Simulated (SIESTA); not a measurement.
Crystal: NbTe.

```xyz
2
Lattice="3.7030 0.0000 0.0000 -1.8515 3.2069 0.0000 0.0000 0.0000 3.6942" Properties=species:S:1:pos:R:3 pbc="T T T"
Te    1.8515    1.0690    0.0000
Nb    0.0000    0.0000    1.8471
```

The cell comes from a database or a generator and needn't be the stable form of this composition.

```yaml
Program: SIESTA 5.4.2
Task: single point
Functional: PBEsol
Potentials_or_basis: PseudoDojo 0.4 standard (PBEsol files)
Basis: DZP (energy shift 0.003 Ry; two zetas on semicore shells)
Grid_cutoff: 800 Ry
Energy_shift: 0.003 Ry
k_mesh: 8 × 8 × 7
Occupations: fermi-dirac, width 0.05 eV
Spin: no spin polarisation
```

On this cell: pressure -2.5 GPa; largest force under 0.003 eV/Å; band gap on the k mesh none (metal or under the smearing width).

The same run follows on a disturbed copy (atoms moved at random, drawn with an rms of 0.05 Å):

```
Te Nb
1.0
     3.70297    0.00000    0.00000
    -1.85149    3.20687    0.00000
     0.00000    0.00000    3.69421
Te Nb
1 1
Direct
  0.66536 0.32952 0.99436
  0.00067 0.99729 0.50685
```

What does the disturbed cell give?

The energy (extrapolated to zero smearing) moves by +5.5 meV/atom; pressure -2.3 GPa; largest force 0.476 eV/Å; band gap on the k mesh none (metal or under the smearing width).

Forces in eV/Å, atoms in the order of the input:
```
Te   0.051  0.034  0.471
Nb  -0.052 -0.034 -0.471
```

Stress tensor (GPa, compression positive):
```
-2.60  0.13  0.04
 0.13 -2.78  0.02
 0.04  0.02 -1.50
```

Caveats: the basis of atomic orbitals isn't converged, which shifts pressures, moduli and gaps.
